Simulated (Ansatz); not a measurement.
Geometry optimisation, DFT PBE, scalar-relativistic, plane waves, PAW (Ansatz).

Input file:

```yaml
crystal:
  lattice:
    - [5.889068, 0.0, 0.0]
    - [0.0, 5.3272, 0.0]
    - [0.0, 0.0, 17.7566]
  atoms:
    - { symbol: Si, position: [0.0, 0.0, 0.0563171] }
    - { symbol: Si, position: [0.5, 0.25, 0.0563171] }
    - { symbol: O, position: [0.0, 0.0, 0.1583674] }
    - { symbol: O, position: [0.1923, 0.25, 0.0563171] }
    - { symbol: O, position: [0.5, 0.0, 0.1200944] }
    - { symbol: O, position: [0.8077, 0.25, 0.0563171] }
    - { symbol: Si, position: [0.5, 0.0, 0.2221447] }
    - { symbol: Si, position: [0.0, 0.25, 0.2221447] }
    - { symbol: O, position: [0.5, 0.0, 0.324195] }
    - { symbol: O, position: [0.6923, 0.25, 0.2221447] }
    - { symbol: O, position: [0.0, 0.0, 0.285922] }
    - { symbol: O, position: [0.3077, 0.25, 0.2221447] }
    - { symbol: Si, position: [0.0, 0.5, 0.0563171] }
    - { symbol: Si, position: [0.5, 0.75, 0.0563171] }
    - { symbol: O, position: [0.0, 0.5, 0.1583674] }
    - { symbol: O, position: [0.1923, 0.75, 0.0563171] }
    - { symbol: O, position: [0.5, 0.5, 0.1200944] }
    - { symbol: O, position: [0.8077, 0.75, 0.0563171] }
    - { symbol: Si, position: [0.5, 0.5, 0.2221447] }
    - { symbol: Si, position: [0.0, 0.75, 0.2221447] }
    - { symbol: O, position: [0.5, 0.5, 0.324195] }
    - { symbol: O, position: [0.6923, 0.75, 0.2221447] }
    - { symbol: O, position: [0.0, 0.5, 0.285922] }
    - { symbol: O, position: [0.3077, 0.75, 0.2221447] }
    - { symbol: O, position: [0.6616929, 0.6370928, 0.3591116], spin: 1.0 }
magnetization:
  spin_polarized: true
basis:
  ecutwfc: 420.0
kpoints:
  mp_grid: { grid: [2, 3, 1] }
hamiltonian:
  xc: pbe
  pseudopotentials: { kind: paw, azcp: { folder: soft_1 } }
scf:
  occupations: { method: gaussian, width: 0.02 }
  lower_state_search: "off"
relax:
  f_tol: 0.03
  max_steps: 60
  adjacent_minimum: "off"
  constraints: [{ sites: [0, 1, 3, 5, 12, 13, 15, 17] }]
```

Run as:

```bash
$ ansatz run input.yaml --threads 4 --pin off --max-ram 10240MiB --backend cpu --events-out ev --progress --plain --runs-dir out
```

**Question.** Where does it end, and by what steps?

**Answer.** The run converged. Limits of this set-up: coarse k mesh, thin slab, slab without dipole correction, a typed lattice constant that wasn't relaxed here. After 25 steps the energy has fallen by 3.114 eV; O25 moved furthest, 1.14 Å. Joined: O9–O25 (2.24 → 1.37 Å).

| step | energy less start (eV) | largest force component (eV/Å) | accepted |
| --- | --- | --- | --- |
| 0 | 0.0000 | 5.175 | yes |
| 1 | -0.8044 | 3.878 | yes |
| 2 | -1.7470 | 1.335 | yes |
| 3 | -1.8847 | 1.344 | yes |
| 4 | -1.9757 | 1.271 | yes |
| 5 | -2.1794 | 1.186 | yes |
| 6 | -2.4668 | 1.336 | yes |
| 7 | -2.4862 | 1.490 | yes |
| 8 | -2.7158 | 0.513 | yes |
| 9 | -2.7341 | 0.986 | yes |
| 10 | -2.9034 | 0.615 | yes |
| 11 | -2.8381 | 1.454 | no |
| 12 | -2.9629 | 0.400 | yes |
| 13 | -2.9803 | 0.722 | yes |
| 14 | -3.0085 | 0.575 | yes |
| 15 | -2.9877 | 1.026 | no |
| 16 | -3.0750 | 0.203 | yes |
| 17 | -3.0997 | 0.104 | yes |
| 18 | -3.1086 | 0.146 | yes |
| 19 | -3.1039 | 0.397 | no |
| 20 | -3.1107 | 0.138 | yes |
| 21 | -3.1136 | 0.049 | yes |
| 22 | -3.1135 | 0.065 | no |
| 23 | -3.1136 | 0.048 | yes |
| 24 | -3.1135 | 0.065 | no |
| 25 | -3.1138 | 0.005 | yes |

```xyz
25
Lattice="5.8891 0.0000 0.0000 0.0000 5.3272 0.0000 0.0000 0.0000 17.7566" Properties=species:S:1:pos:R:3
Si 0.000 0.000 1.000
Si 2.945 1.332 1.000
O 0.000 0.008 2.748
O 1.132 1.332 1.000
O 2.945 0.007 2.103
O 4.757 1.332 1.000
Si 2.945 -0.014 4.068
Si 0.000 1.332 4.125
O 2.945 -0.134 5.904
O 4.055 1.332 4.042
O 0.000 -0.012 5.112
O 1.834 1.332 4.043
Si 0.000 2.664 1.000
Si 2.945 3.995 1.000
O 0.000 2.656 2.748
O 1.132 3.995 1.000
O 2.944 2.656 2.103
O 4.757 3.995 1.000
Si 2.945 2.678 4.066
Si 0.000 3.995 4.085
O 2.945 2.799 5.904
O 4.071 3.995 3.939
O 0.000 2.676 5.113
O 1.818 3.995 3.939
O 2.947 3.995 6.574
```

Whether the end is a true minimum wasn't checked by a vibrational analysis.

Run time: 4.2 min on 4 threads of INTEL(R) XEON(R) PLATINUM 8581C CPU @ 2.10GHz (Emerald Rapids), with other jobs on the host, peak memory 1.7 GiB.
